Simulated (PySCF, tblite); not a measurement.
# Bi₂₈H₁₄: electronic excitations

What do calculations give for the electronic excitations of Bi₂₈H₁₄?

Programs: tblite 0.8.0 and PySCF 2.14.0, with routines of our own; each step states its level. All values are computed. Atoms count from 0.

## 1. The system as given

42 atoms, charge 0, multiplicity 1; geometry from: force field, distance geometry or constructed start.

## 2. Geometry optimisation with GFN2-xTB

What the job is given:

```
{"job": {"kind": "relax", "xc": "GFN2-xTB", "basis": "xTB"}, "charge": 0, "multiplicity": 1}
Bi     0.004900     1.254100    -0.866600
Bi    -2.178600     2.514500     0.858100
Bi    -4.345500     1.253600    -0.864000
Bi    -4.351400    -1.251500     0.858800
Bi    -2.176400    -2.513100    -0.861600
Bi    -0.003300    -1.256400     0.862400
Bi     6.526200     5.025500    -0.868300
Bi     4.354100     6.282400     0.866500
Bi     2.178100     5.021700    -0.865400
Bi     2.172600     2.511100     0.866600
Bi     4.348600     1.254700    -0.867100
Bi     6.523600     2.509900     0.865000
Bi    -6.529500    -2.511200    -0.860000
Bi    -6.523900    -5.024400     0.862300
Bi    -4.352900    -6.274600    -0.864800
Bi    -2.177300    -5.023200     0.871300
Bi     2.175800    -2.510000    -0.864100
Bi     4.349600    -1.259300     0.864000
Bi     6.525500    -2.510100    -0.862500
Bi     2.178200    -5.022900     0.867700
Bi     4.348400    -6.275900    -0.863500
Bi     6.525200    -5.022300     0.864800
Bi     0.003400     6.284300     0.871600
Bi    -2.179600     5.019500    -0.866500
Bi     0.000500    -6.277100    -0.864100
Bi    -4.356800     6.278800     0.867500
Bi    -6.525400     5.026100    -0.865700
Bi    -6.526700     2.512500     0.866200
H      7.817600     5.769500     0.159700
H      4.351800     7.770800    -0.158300
H      7.820600     1.767200    -0.162800
H     -7.818900    -1.765300     0.161900
H     -7.818000    -5.769000    -0.163600
H     -4.348600    -7.771700     0.165400
H      7.818200    -1.764800     0.158400
H      4.351200    -7.768200     0.158800
H      7.816200    -5.769000    -0.165800
H      0.000900     7.772900    -0.164300
H      0.001100    -7.774300     0.161600
H     -4.355500     7.773800    -0.160500
H     -7.817100     5.766800     0.165500
H     -7.811100     1.761000    -0.158000
```

The run is started by

```sh
$ OMP_NUM_THREADS=4 python large_run.py task.json out
```

One launch serves the whole session: the jobs run in the order shown.

The log of the run:

```text
step      E/eV     max force
  0   -2022.62180    0.700
  1   -2022.75796    0.541
  2   -2022.96034    0.155
  3   -2022.96613    0.132
  4   -2023.01245    0.229
  5   -2023.03187    0.263
  6   -2023.06780    0.255
  7   -2023.09584    0.174
  8   -2023.11221    0.133
  9   -2023.11652    0.105
 10   -2023.12066    0.090
 11   -2023.12929    0.141
 12   -2023.14434    0.192
 13   -2023.16223    0.198
 14   -2023.17561    0.157
 15   -2023.18001    0.108
 16   -2023.18233    0.061
 17   -2023.18386    0.057
 18   -2023.18544    0.056
 19   -2023.18673    0.081
 20   -2023.18871    0.098
 21   -2023.19193    0.101
 22   -2023.19599    0.075
 23   -2023.19859    0.041
 24   -2023.19934    0.024
 25   -2023.19949    0.015
```

It took 2.6 s on 4 threads of Intel Xeon Platinum 8259CL at 2.50GHz, shared host; peak memory 0.16 GiB.

Relaxation path:

| step | energy from step 0 (eV) | largest force (eV/Å) |
| --- | --- | --- |
| 0 | 0.0000 | 0.7000 |
| 1 | -0.1362 | 0.5409 |
| 2 | -0.3385 | 0.1552 |
| 3 | -0.3443 | 0.1314 |
| 4 | -0.3907 | 0.2293 |
| 5 | -0.4101 | 0.2630 |
| 6 | -0.4460 | 0.2550 |
| 7 | -0.4740 | 0.1729 |
| 8 | -0.4904 | 0.1334 |
| 9 | -0.4947 | 0.1052 |
| 10 | -0.4989 | 0.0901 |
| 11 | -0.5075 | 0.1410 |
| 12 | -0.5225 | 0.1919 |
| 13 | -0.5404 | 0.1978 |
| 15 | -0.5582 | 0.1082 |
| 16 | -0.5605 | 0.0611 |
| 17 | -0.5621 | 0.0570 |
| 18 | -0.5636 | 0.0557 |
| 19 | -0.5649 | 0.0804 |
| 21 | -0.5701 | 0.1009 |
| 22 | -0.5742 | 0.0746 |
| 23 | -0.5768 | 0.0416 |
| 24 | -0.5775 | 0.0238 |
| 25 | -0.5777 | 0.0150 |

Distances of close pairs at the start and the end, largest changes first:

| bond | before (Å) | after (Å) | change (Å) |
| --- | --- | --- | --- |
| Bi22–Bi23 | 3.064 | 2.985 | -0.079 |
| Bi2–Bi27 | 3.055 | 2.982 | -0.074 |
| Bi23–Bi25 | 3.055 | 2.983 | -0.072 |
| Bi8–Bi22 | 3.056 | 2.985 | -0.071 |
| Bi6–Bi11 | 3.055 | 2.984 | -0.071 |
| Bi7–Bi8 | 3.053 | 2.983 | -0.070 |
| Bi15–Bi24 | 3.054 | 2.985 | -0.069 |
| Bi14–Bi15 | 3.052 | 2.983 | -0.069 |

The end geometry stands in the next job.

## 3. Electronic excitations: TDDFT PBE/def2-SVP

What the job is given:

```
{"job": {"kind": "uv", "basis": "def2-SVP", "grid": 1, "kgrid": 0, "vcut": null, "nstates": 6, "ntriplets": 2, "tda": false, "delta": ["ip_vertical"], "pop": true, "xc": "PBE"}, "charge": 0, "multiplicity": 1}
Bi    -0.000256     1.235388    -0.840283
Bi    -2.136161     2.456634     0.855296
Bi    -4.258757     1.229981    -0.849293
Bi    -4.258307    -1.229762     0.849987
Bi    -2.136173    -2.455524    -0.855491
Bi     0.000130    -1.234400     0.840630
Bi     6.406174     4.930719    -0.845570
Bi     4.264881     6.133121     0.847275
Bi     2.139330     4.906138    -0.848753
Bi     2.136356     2.456832     0.855927
Bi     4.258277     1.230300    -0.849603
Bi     6.391845     2.462087     0.831027
Bi    -6.390719    -2.461133    -0.831439
Bi    -6.407043    -4.929610     0.844860
Bi    -4.265096    -6.133251    -0.845489
Bi    -2.139501    -4.904938     0.849370
Bi     2.135809    -2.455639    -0.855575
Bi     4.258495    -1.229200     0.849586
Bi     6.390173    -2.460759    -0.832690
Bi     2.139588    -4.905231     0.848808
Bi     4.264668    -6.132456    -0.847340
Bi     6.407117    -4.929667     0.843345
Bi    -0.000126     6.101792     0.855308
Bi    -2.139294     4.906850    -0.848890
Bi    -0.000217    -6.100832    -0.854230
Bi    -4.265457     6.133123     0.847094
Bi    -6.407468     4.929600    -0.843444
Bi    -6.390783     2.460962     0.833035
H      7.651817     5.652778     0.227792
H      4.233402     7.593271    -0.196121
H      7.637183     1.715619    -0.223467
H     -7.636716    -1.714789     0.223545
H     -7.651944    -5.651933    -0.229581
H     -4.233264    -7.591836     0.199123
H      7.637142    -1.714884     0.221275
H      4.232762    -7.591888     0.196980
H      7.651622    -5.651532    -0.231470
H      0.000073     7.574744    -0.164383
H     -0.000006    -7.573298     0.166208
H     -4.234321     7.592721    -0.196376
H     -7.652451     5.651129     0.231142
H     -7.636954     1.714693    -0.221506
```

Level: TDDFT PBE/def2-SVP, vertical, gas phase, core orbitals frozen in the response.

The log of the run:

```text
start: PBE on a coarse grid of 259163 points
cycle   1  E = -5834.7794673219  dE = -6.233e+02  |g| = 1.775e+01  |ddm| = 7.702e+01
cycle   2  E = -2768.9418731556  dE =  3.066e+03  |g| = 3.959e+01  |ddm| = 3.211e+02
cycle   3  E = -5943.7419150073  dE = -3.175e+03  |g| = 1.119e+01  |ddm| = 3.231e+02
cycle   4  E = -5408.8125637961  dE =  5.349e+02  |g| = 2.852e+01  |ddm| = 1.291e+02
cycle   5  E = -5776.2050214613  dE = -3.674e+02  |g| = 1.639e+01  |ddm| = 1.093e+02
cycle   6  E = -5980.7837313240  dE = -2.046e+02  |g| = 8.182e+00  |ddm| = 3.093e+01
cycle   7  E = -5616.8202303599  dE =  3.640e+02  |g| = 1.922e+01  |ddm| = 3.541e+01
cycle   8  E = -5973.2514817341  dE = -3.564e+02  |g| = 7.750e+00  |ddm| = 3.526e+01
cycle   9  E = -5689.9594729133  dE =  2.833e+02  |g| = 1.923e+01  |ddm| = 3.995e+01
cycle  10  E = -5898.5119887025  dE = -2.086e+02  |g| = 1.288e+01  |ddm| = 3.078e+01
cycle  11  E = -5934.1684006207  dE = -3.566e+01  |g| = 1.075e+01  |ddm| = 1.888e+01
cycle  12  E = -5989.8546197238  dE = -5.569e+01  |g| = 7.157e+00  |ddm| = 2.167e+01
cycle  13  E = -5991.2694731910  dE = -1.415e+00  |g| = 6.539e+00  |ddm| = 1.814e+01
cycle  14  E = -5930.7034829226  dE =  6.057e+01  |g| = 9.462e+00  |ddm| = 2.104e+01
cycle  15  E = -5881.7339757661  dE =  4.897e+01  |g| = 1.429e+01  |ddm| = 2.654e+01
cycle  16  E = -6001.5559058783  dE = -1.198e+02  |g| = 5.532e+00  |ddm| = 1.898e+01
cycle  17  E = -5955.1123241739  dE =  4.644e+01  |g| = 8.724e+00  |ddm| = 1.831e+01
cycle  18  E = -6019.0920119746  dE = -6.398e+01  |g| = 1.355e+00  |ddm| = 1.612e+01
cycle  19  E = -6018.4142060123  dE =  6.778e-01  |g| = 1.811e+00  |ddm| = 5.438e+00
cycle  20  E = -6019.7115514028  dE = -1.297e+00  |g| = 7.327e-01  |ddm| = 4.159e+00
cycle  21  E = -6019.9096095409  dE = -1.981e-01  |g| = 3.424e-01  |ddm| = 1.739e+00
cycle  22  E = -6019.9361897998  dE = -2.658e-02  |g| = 2.383e-01  |ddm| = 9.645e-01
cycle  23  E = -6019.9551718483  dE = -1.898e-02  |g| = 1.322e-01  |ddm| = 5.454e-01
cycle  24  E = -6019.9601302272  dE = -4.958e-03  |g| = 7.192e-02  |ddm| = 2.896e-01
cycle  25  E = -6019.9617560873  dE = -1.626e-03  |g| = 3.055e-02  |ddm| = 1.359e-01
cycle  26  E = -6019.9621876632  dE = -4.316e-04  |g| = 7.425e-03  |ddm| = 6.628e-02
final grid: 259163 points
cycle  27  E = -6019.9619337504  dE =  2.539e-04  |g| = 2.495e-02  |ddm| = 6.009e-02
cycle  28  E = -6019.9584061025  dE =  3.528e-03  |g| = 9.347e-02  |ddm| = 2.069e-01
cycle  29  E = -6019.9621205415  dE = -3.714e-03  |g| = 1.537e-02  |ddm| = 1.638e-01
cycle  30  E = -6019.9622074715  dE = -8.693e-05  |g| = 2.854e-03  |ddm| = 2.502e-02
cycle  31  E = -6019.9622132052  dE = -5.734e-06  |g| = 7.081e-04  |ddm| = 5.362e-03
cycle  32  E = -6019.9622125250  dE =  6.803e-07  |g| = 2.297e-04  |ddm| = 1.612e-03
cycle  33  E = -6019.9622144985  dE = -1.974e-06  |g| = 1.211e-04  |ddm| = 5.838e-04
cycle  34  E = -6019.9622157411  dE = -1.243e-06  |g| = 3.917e-05  |ddm| = 3.050e-04
converged SCF energy = -6019.9622157411

Static polarisability (au): isotropic 1761.408, principal 820.796 2158.772 2304.657

Singlet excitations
state   eV       nm        f      main configurations
  1   2.3215    534.1   0.00417   H->L 0.97
  2   2.3391    530.1   0.00725   H-1->L 0.96
  3   2.3563    526.2   0.00000   H->L+1 0.69, H-4->L 0.28
  4   2.3715    522.8   0.00000   H-4->L 0.68, H->L+1 0.25
  5   2.3794    521.1   0.00000   H-1->L+1 0.95
  6   2.3910    518.5   0.00013   H-3->L 0.86

Triplet excitations (Tamm-Dancoff, eV): 2.2358 2.2675
```

It took 2.6 min on 4 threads of Intel Xeon Platinum 8259CL at 2.50GHz, shared host; peak memory 3.1 GiB.

Warnings kept with the result: ip_vertical: open-shell SCF did not converge.

The orbitals next to the gap, with their largest atomic shares:

| orbital | eV | atoms |
| --- | --- | --- |
| HOMO−4 | -5.08 | Bi10 10 %, Bi17 10 %, Bi3 10 % |
| HOMO−3 | -5.07 | Bi22 8 %, Bi24 8 %, Bi19 8 % |
| HOMO−2 | -5.07 | Bi0 9 %, Bi5 9 %, Bi23 7 % |
| HOMO−1 | -5.03 | Bi5 7 %, Bi0 7 %, Bi16 6 % |
| HOMO | -5.01 | Bi0 11 %, Bi5 11 %, Bi4 8 % |
| LUMO | -2.72 | Bi0 13 %, Bi5 13 %, Bi25 8 % |
| LUMO+1 | -2.67 | Bi22 8 %, Bi24 8 %, Bi17 7 % |
| LUMO+2 | -2.65 | Bi0 10 %, Bi5 7 %, Bi9 7 % |
| LUMO+3 | -2.64 | Bi5 6 %, Bi22 6 %, Bi24 6 % |

With each of the 6 states as a Gaussian band of 0.4 eV half-width at 1/e, the curve within the window shown has maxima at 532 nm (ε 470) L/(mol cm). Beyond the last state computed it falls off for lack of states. The curve at chosen wavelengths:

(nm, ε (L/mol/cm)): (461, 210), (471, 266), (482, 326), (492, 375), (502, 415), (513, 447), (523, 463), (534, 467), (544, 459), (554, 442), (565, 415), (575, 385), (585, 352), (596, 314), (606, 280), (616, 247), (627, 213), (637, 184), (647, 158), (658, 133), (668, 113), (679, 94), (689, 79), (699, 67), (710, 55), (720, 46)

Ground-state properties from the same run:

| property | computed |
| --- | --- |
| dipole moment (D) | 0.00 |
| polarisability (Å³) | 261.01 |
| HOMO–LUMO gap (eV) | 2.28 |
| −ε(HOMO) (eV) | 5.01 |

## 4. Summary of results

| quantity | value |
| --- | --- |
| lowest singlet (PBE/def2-SVP) | 2.32 eV (534 nm), f = 0.004 |
| brightest single state of those computed | state 2, 2.34 eV, f = 0.007 |
| lowest triplet | 2.24 eV |

What this shows: The lowest singlet, at 2.32 eV, is HOMO→LUMO 0.97 and is weak; of the 6 states computed, the strongest absorption comes from states 1 to 2 together at 2.34 eV. The lowest triplet lies 0.09 eV below the lowest singlet (triplets in Tamm-Dancoff, singlets in full TDDFT). Spin-orbit coupling, left out, mixes singlets and triplets in elements this heavy.
